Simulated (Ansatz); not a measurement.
# Ag+ with SiH4O4: superposition error and deformation, part 2 of 2

Ansatz 0.2.0, Gaussian basis. Earlier steps stand in the parts before.

### 10 PBE0-D4/def2-TZVPPD

File free-b/in.yaml:

```yaml
crystal:
  periodic: [false, false, false]
  atoms:
    - {symbol: O, position_ang: [-0.969873, -1.125940, 0.341136]}
    - {symbol: Si, position_ang: [0.094545, 0.083738, 0.118324]}
    - {symbol: O, position_ang: [0.166597, 0.194525, -1.502950]}
    - {symbol: O, position_ang: [1.550025, -0.237945, 0.785537]}
    - {symbol: O, position_ang: [-0.366648, 1.484866, 0.836955]}
    - {symbol: H, position_ang: [-1.036346, -1.484483, 1.226198]}
    - {symbol: H, position_ang: [0.867197, 0.735309, -1.867672]}
    - {symbol: H, position_ang: [1.859474, 0.398408, 1.431434]}
    - {symbol: H, position_ang: [-1.213283, 1.850743, 0.577858]}
basis:
  gaussian: {orbitals: "def2-TZVPPD.json"}
hamiltonian: {xc: pbe0, dispersion: d4}
output: {orbitals: {seedname: orbitals}}
```

The run is started by

```sh
$ ansatz run in.yaml --threads 2 --pin off --events-out ev --progress --plain --max-ram 22528MiB --backend cpu
```

The log of the run (excerpt; [...] marks lines left out):

```text
Functional definition: PBE0
  name "PBE0"
  cite "Adamo & Barone, J. Chem. Phys. 110, 6158 (1999) doi:10.1063/1.478522"
  cite "Perdew, Burke & Ernzerhof, Phys. Rev. Lett. 77, 3865 (1996) doi:10.1103/PhysRevLett.77.3865"
  parent pbe
  parameter a = 0.25
  parameter kappa = 0.804
  parameter beta = 0.06672455060314922
  exchange = (1 - a)*pbe_x(kappa = kappa, mu = beta*pi^2/3) + a*exact_x
  correlation = pbe_c(beta = beta)
1294 factors; their error is unknown
mean field evaluation 1: about -16115.0277 eV, gradient 9.6e1 eV
mean field evaluation 2: about -16098.3720 eV, gradient 1.4e2 eV
mean field evaluation 4: about -16128.9570 eV, gradient 3.5e0 eV
mean field evaluation 8: about -16129.0162 eV, gradient 2.6e-2 eV
mean field -16129.01621009 eV, -592.7304130808 hartree, gradient 2.8e-5 eV, S^2 0.000000; 0 other end points of the search recorded, 0 dependent functions left out
reference -16129.01625658 eV, -592.7304147893 hartree; 25, 25 occupied and 251, 251 virtual orbitals, 1294 factors
Total energy: -16129.16328568 eV, -592.7358180094 hartree
```

Wall time 4.3 s (2 threads of AMD EPYC 7R13, shared host).

### 11 B3LYP-D4/def2-TZVPPD

Edit free-b/in.yaml of step 10 so:

```diff
@@ -14,3 +14,2 @@
   gaussian: {orbitals: "def2-TZVPPD.json"}
-hamiltonian: {xc: pbe0, dispersion: d4}
-output: {orbitals: {seedname: orbitals}}
+hamiltonian: {xc: {name: B3LYP}, dispersion: d4}
```

The run is started by

```sh
$ ansatz run in.yaml --threads 2 --pin off --events-out ev --progress --plain --max-ram 22528MiB --backend cpu
```

The log of the run:

```text
Functional definition: B3LYP
  name "B3LYP"
  cite "Stephens, Devlin, Chabalowski & Frisch, J. Phys. Chem. 98, 11623 (1994) doi:10.1021/j100096a001"
[... 2 set-up lines as earlier in the session ...]
  cite "Vosko, Wilk & Nusair, Can. J. Phys. 58, 1200 (1980) doi:10.1139/p80-159"
  parameter a0 = 0.2
  parameter ax = 0.72
  parameter ac = 0.81
  exchange = (1 - a0 - ax)*slater_x + ax*b88_x + a0*exact_x
  correlation = (1 - ac)*vwn_rpa_c + ac*lyp_c
1287 factors; their error is unknown
mean field evaluation 1: about -16124.7128 eV, gradient 1.1e2 eV
mean field evaluation 2: about -16095.3645 eV, gradient 1.7e2 eV
mean field evaluation 4: about -16141.5747 eV, gradient 5.0e0 eV
mean field evaluation 8: about -16141.6099 eV, gradient 3.1e-2 eV
mean field -16141.64202448 eV, -593.1944032019 hartree, gradient 8.0e-5 eV, S^2 0.000000; 0 other end points of the search recorded, 0 dependent functions left out
reference -16141.64231805 eV, -593.1944139903 hartree; 25, 25 occupied and 251, 251 virtual orbitals, 1287 factors
Total energy: -16141.92798289 eV, -593.2049119795 hartree
```

It took 4.3 s on 2 threads of AMD EPYC 7R13, shared host.

### 12 wB97X-V/def2-TZVPPD

Edit free-b/in.yaml of step 11 so:

```diff
@@ -14,2 +14,2 @@
   gaussian: {orbitals: "def2-TZVPPD.json"}
-hamiltonian: {xc: {name: B3LYP}, dispersion: d4}
+hamiltonian: {xc: {name: wB97X-V}}
```

The run is started by

```sh
$ ansatz run in.yaml --threads 2 --pin off --events-out ev --progress --plain --max-ram 22528MiB --backend cpu
```

The log of the run (excerpt; [...] marks lines left out):

```text
[... 5 set-up lines as earlier in the session ...]
[...]
      + integral(e_c_pw_opposite_spin*poly(b97_u_opposite, cos0, cos1)) + vv10(b, c)
1287 factors; their error is unknown
382 factors; integrals over basis functions are off by at most 2.2e-5 eV
[...]
mean field -16136.99209200 eV, -593.0235213348 hartree, gradient 4.2e-5 eV, S^2 0.000000; 0 other end points of the search recorded, 0 dependent functions left out
reference -16136.99208903 eV, -593.0235212258 hartree; 25, 25 occupied and 251, 251 virtual orbitals, 1287 factors
Total energy: -16136.99208903 eV, -593.0235212258 hartree
```

It took 9 s on 2 threads of AMD EPYC 7R13, shared host.

### 13 wB97M-V/def2-TZVPPD

Edit free-b/in.yaml of step 12 so:

```diff
@@ -14,2 +14,2 @@
   gaussian: {orbitals: "def2-TZVPPD.json"}
-hamiltonian: {xc: {name: wB97X-V}}
+hamiltonian: {xc: {name: wB97M-V}}
```

The run is started by

```sh
$ ansatz run in.yaml --threads 2 --pin off --events-out ev --progress --plain --max-ram 22528MiB --backend cpu
```

The log of the run (excerpt; [...] marks lines left out):

```text
[... 5 set-up lines as earlier in the session ...]
  # Of w^i u^j: cxij and so on, Table III.
[...]
  gx(w, u) = 1 - cx + cx01*u + cx10*w
  gss(w, u) = css00 + css04*u^4 + css10*w + css20*w^2 + css43*w^4*u^3
  gos(w, u) = cos00 + cos10*w + (cos20 + cos21*u)*w^2 + (cos60 + cos61*u)*w^6
[...]
      + integral(e_c_pw_mod_opposite_spin*gos(b97_w_opposite, b97_u_opposite)) + vv10(b, c)
1282 factors; their error is unknown
382 factors; integrals over basis functions are off by at most 2.2e-5 eV
[...]
mean field -16138.37878269 eV, -593.0744812777 hartree, gradient 3.5e-5 eV, S^2 0.000000; 0 other end points of the search recorded, 0 dependent functions left out
reference -16138.37885552 eV, -593.0744839543 hartree; 25, 25 occupied and 251, 251 virtual orbitals, 1282 factors
Total energy: -16138.37885552 eV, -593.0744839543 hartree
```

It took 11 s on 2 threads of AMD EPYC 7R13, shared host.

### 14 B2PLYP/def2-TZVPPD

Edit free-b/in.yaml of step 13 so:

```diff
@@ -14,2 +14,2 @@
   gaussian: {orbitals: "def2-TZVPPD.json"}
-hamiltonian: {xc: {name: wB97M-V}}
+hamiltonian: {xc: {name: B2PLYP}}
```

The run is started by

```sh
$ ansatz run in.yaml --threads 2 --pin off --events-out ev --progress --plain --max-ram 22528MiB --backend cpu
```

The log of the run (excerpt; [...] marks lines left out):

```text
[... 5 set-up lines as earlier in the session ...]
[...]
1626 factors; integrals over basis functions are off by at most 1.1e-3 eV
[...]
mean field -16123.36643779 eV, -592.5227877786 hartree, gradient 4.5e-6 eV, S^2 0.000000; 0 other end points of the search recorded, 0 dependent functions left out
9 core orbitals not correlated: weight in the atoms' cores, before any rotation towards them, 1.000 or more for the frozen orbitals, at most 0.000 for the correlated occupied ones
reference -16123.36662112 eV, -592.5227945157 hartree; 16, 16 occupied and 251, 251 virtual orbitals, 1626 factors
second order -35.19794216 eV of doubles, -0.00000000 eV of singles
Total energy: -16132.87006550 eV, -592.8720396550 hartree
```

Run time: 9 s. Hardware: 2 threads of AMD EPYC 7R13, shared host; peak memory 0.9 GiB.

### 15 BLYP-D4/def2-TZVPPD

Edit free-b/in.yaml of step 14 so:

```diff
@@ -14,2 +14,2 @@
   gaussian: {orbitals: "def2-TZVPPD.json"}
-hamiltonian: {xc: {name: B2PLYP}}
+hamiltonian: {xc: {name: BLYP}, dispersion: d4}
```

The run is started by

```sh
$ ansatz run in.yaml --threads 2 --pin off --events-out ev --progress --plain --max-ram 22528MiB --backend cpu
```

The log of the run:

```text
Functional definition: BLYP
  name "BLYP"
[... 2 set-up lines as earlier in the session ...]
  parameter beta = 0.0042
  parameter a = 0.04918
  parameter b = 0.132
  parameter c = 0.2533
  parameter d = 0.349
  exchange = b88_x(beta = beta)
  correlation = lyp_c(a = a, b = b, c = c, d = d)
1277 factors; their error is unknown
mean field evaluation 1: about -16116.4748 eV, gradient 1.2e2 eV
mean field evaluation 2: about -15984.3711 eV, gradient 2.6e2 eV
mean field evaluation 4: about -16138.9840 eV, gradient 2.0e1 eV
mean field evaluation 8: about -16139.6617 eV, gradient 2.5e-1 eV
mean field evaluation 16: about -16139.6446 eV, gradient 2.3e-4 eV
mean field -16139.64455765 eV, -593.1209976497 hartree, gradient 7.1e-5 eV, S^2 0.000000; 0 other end points of the search recorded, 0 dependent functions left out
reference -16139.64494581 eV, -593.1210119141 hartree; 25, 25 occupied and 251, 251 virtual orbitals, 1277 factors
Total energy: -16140.04243976 eV, -593.1356195476 hartree
```

Wall time 3.5 s (2 threads of AMD EPYC 7R13, shared host).

### 16 revPBE-D4/def2-TZVPPD

Edit free-b/in.yaml of step 15 so:

```diff
@@ -14,2 +14,2 @@
   gaussian: {orbitals: "def2-TZVPPD.json"}
-hamiltonian: {xc: {name: BLYP}, dispersion: d4}
+hamiltonian: {xc: {name: revPBE}, dispersion: d4}
```

The run is started by

```sh
$ ansatz run in.yaml --threads 2 --pin off --events-out ev --progress --plain --max-ram 22528MiB --backend cpu
```

The log of the run (excerpt; [...] marks lines left out):

```text
Functional definition: revPBE
  name "revPBE"
  cite "Zhang & Yang, Phys. Rev. Lett. 80, 890 (1998) doi:10.1103/PhysRevLett.80.890"
[... 1 set-up line as earlier in the session ...]
  parameter kappa = 1.245
[... 3 set-up lines as earlier in the session ...]
1277 factors; their error is unknown
mean field evaluation 1: about -16116.3231 eV, gradient 1.1e2 eV
mean field evaluation 2: about -16044.8475 eV, gradient 2.2e2 eV
mean field evaluation 4: about -16136.1118 eV, gradient 1.1e1 eV
mean field evaluation 8: about -16136.3358 eV, gradient 1.6e-1 eV
mean field evaluation 16: about -16136.3188 eV, gradient 2.2e-4 eV
mean field -16136.31876348 eV, -592.9987769682 hartree, gradient 2.1e-5 eV, S^2 0.000000; 0 other end points of the search recorded, 0 dependent functions left out
reference -16136.31883934 eV, -592.9987797559 hartree; 25, 25 occupied and 251, 251 virtual orbitals, 1277 factors
Total energy: -16136.88855257 eV, -593.0197163310 hartree
```

Run time: 3.3 s. Hardware: 2 threads of AMD EPYC 7R13, shared host.

### 17 B97M-V/def2-TZVPPD

Edit free-b/in.yaml of step 16 so:

```diff
@@ -14,2 +14,2 @@
   gaussian: {orbitals: "def2-TZVPPD.json"}
-hamiltonian: {xc: {name: revPBE}, dispersion: d4}
+hamiltonian: {xc: {name: B97M-V}}
```

The run is started by

```sh
$ ansatz run in.yaml --threads 2 --pin off --events-out ev --progress --plain --max-ram 22528MiB --backend cpu
```

The log of the run (excerpt; [...] marks lines left out):

```text
[... 5 set-up lines as earlier in the session ...]
  # Of w^i u^j: cxij and so on, Table III.
[...]
  gx(w, u) = cx00 + cx01*u + cx02*u^2 + (cx10 + cx11*u)*w
  gss(w, u) = css00 + css02*u^2 + css10*w + (css32*w^3 + css42*w^4)*u^2
  gos(w, u) = cos00 + cos01*u + cos03*u^3 + cos10*w + cos32*w^3*u^2
[...]
      + integral(e_c_pw_mod_opposite_spin*gos(b97_w_opposite, b97_u_opposite)) + vv10(b, c)
1277 factors; their error is unknown
[...]
mean field -16136.53739680 eV, -593.0068115944 hartree, gradient 5.9e-5 eV, S^2 0.000000; 0 other end points of the search recorded, 0 dependent functions left out
reference -16136.53748465 eV, -593.0068148228 hartree; 25, 25 occupied and 251, 251 virtual orbitals, 1277 factors
Total energy: -16136.53748465 eV, -593.0068148228 hartree
```

Run time: 9.5 s. Hardware: 2 threads of AMD EPYC 7R13, shared host.

### 18 HSE06-D4/def2-TZVPPD

Edit free-b/in.yaml of step 17 so:

```diff
@@ -14,2 +14,2 @@
   gaussian: {orbitals: "def2-TZVPPD.json"}
-hamiltonian: {xc: {name: B97M-V}}
+hamiltonian: {xc: hse06, dispersion: d4}
```

The run is started by

```sh
$ ansatz run in.yaml --threads 2 --pin off --events-out ev --progress --plain --max-ram 22528MiB --backend cpu
```

The log of the run (excerpt; [...] marks lines left out):

```text
Functional definition: HSE06
  name "HSE06"
  cite "Heyd, Scuseria & Ernzerhof, J. Chem. Phys. 118, 8207 (2003) doi:10.1063/1.1564060"
  cite "Krukau, Vydrov, Izmaylov & Scuseria, J. Chem. Phys. 125, 224106 (2006) doi:10.1063/1.2404663"
  cite "Heyd & Scuseria, J. Chem. Phys. 120, 7274 (2004) doi:10.1063/1.1668634"
  cite "Ernzerhof & Perdew, J. Chem. Phys. 109, 3313 (1998) doi:10.1063/1.476928"
[... 2 set-up lines as earlier in the session ...]
[...]
  # The whole range is PBE's own exchange, as in plane waves. The composition of these papers is wPBEh.
[...]
1294 factors; their error is unknown
114 factors; integrals over basis functions are off by at most 7.5e-7 eV
[...]
mean field -16128.48371192 eV, -592.7108441343 hartree, gradient 1.7e-5 eV, S^2 0.000000; 0 other end points of the search recorded, 0 dependent functions left out
reference -16128.48377354 eV, -592.7108463985 hartree; 25, 25 occupied and 251, 251 virtual orbitals, 1294 factors
Total energy: -16128.61974042 eV, -592.7158430892 hartree
```

Run time: 4.6 s. Hardware: 2 threads of AMD EPYC 7R13, shared host.

### 19 CCSD(T)/def2-TZVPPD

Edit free-b/in.yaml of step 18 so:

```diff
@@ -14,2 +14,2 @@
   gaussian: {orbitals: "def2-TZVPPD.json"}
-hamiltonian: {xc: hse06, dispersion: d4}
+correlation: {method: ccsd_t}
```

The run is started by

```sh
$ ansatz run in.yaml --threads 2 --pin off --events-out ev --progress --plain --max-ram 22528MiB --backend cuda --devices 0, --max-vram 18GiB
```

The log of the run (excerpt; [...] marks lines left out):

```text
[... 4 set-up lines as earlier in the session ...]
[...]
1626 factors; integrals over basis functions are off by at most 1.1e-3 eV
[...]
mean field -16084.78370018 eV, -591.1048983237 hartree, gradient 2.9e-6 eV, S^2 0.000000; 0 other end points of the search recorded, 0 dependent functions left out
9 core orbitals not correlated: weight in the atoms' cores, before any rotation towards them, 1.000 or more for the frozen orbitals, at most 0.000 for the correlated occupied ones
reference -16084.78370018 eV, -591.1048983237 hartree; 16, 16 occupied and 251, 251 virtual orbitals, 1626 factors
second order -29.42358625 eV of doubles, -0.00000000 eV of singles
cycle   1  -29.02025858 eV  change    4.0e-1 eV  update   1.0e-1
[...]
cycle   9  -29.70989655 eV  change    4.0e-6 eV  update   1.1e-5
perturbative correction -1.04528494 eV, -0.0384135130 hartree
Total energy: -16115.53888167 eV, -592.2351303968 hartree
```

Wall time 3.6 s (1 × a share of an NVIDIA H100 with 2 threads of AMD EPYC 7R13, shared host); peak host memory 0.84 GiB.

### 20 The split

| method | interaction with counterpoise (kJ/mol) | without | superposition error | deformation | binding energy |
| --- | --- | --- | --- | --- | --- |
| PBE-D4 | -211.13 | -211.69 | 0.56 | 15.07 | -196.06 |
| revPBE-D4 | -196.24 | -196.81 | 0.57 | 15.52 | -180.72 |
| BLYP-D4 | -210.00 | -210.71 | 0.71 | 14.08 | -195.92 |
| r2SCAN-D4 | -218.43 | -218.91 | 0.48 | 16.51 | -201.92 |
| B97M-V | -210.22 | -210.69 | 0.47 | 16.51 | -193.71 |
| PBE0-D4 | -201.40 | -201.85 | 0.45 | 17.00 | -184.40 |
| B3LYP-D4 | -204.68 | -205.26 | 0.58 | 15.70 | -188.98 |
| HSE06-D4 | -200.70 | -201.14 | 0.44 | 17.00 | -183.70 |
| wB97X-V | -197.10 | -197.57 | 0.48 | 16.99 | -180.11 |
| wB97M-V | -197.63 | -198.13 | 0.50 | 16.83 | -180.80 |
| B2PLYP | -191.47 | -195.56 | 4.09 | 16.13 | -175.34 |
| Hartree-Fock | -152.94 | -153.34 | 0.40 | 19.88 | -133.06 |
| MP2 | -188.73 | -199.74 | 11.01 | 16.61 | -172.12 |
| CCSD | -179.96 | -189.99 | 10.04 | 17.65 | -162.31 |
| CCSD(T) | -184.32 | -196.11 | 11.80 | 17.26 | -167.06 |

### 21 What came out

The summary covers parts 1 to 2.

| quantity | value |
| --- | --- |
| interaction, CCSD(T) | -184.32 kJ/mol |
| superposition error | 11.80 kJ/mol |
| deformation | 17.26 kJ/mol |
| binding energy | -167.06 kJ/mol |

In words: In this basis the superposition error is 11.80 kJ/mol for CCSD(T) and 0.53 kJ/mol on average for the plain functionals: correlated methods borrow far more, since they need many more functions to converge. Deformation takes back 9 % of the interaction.
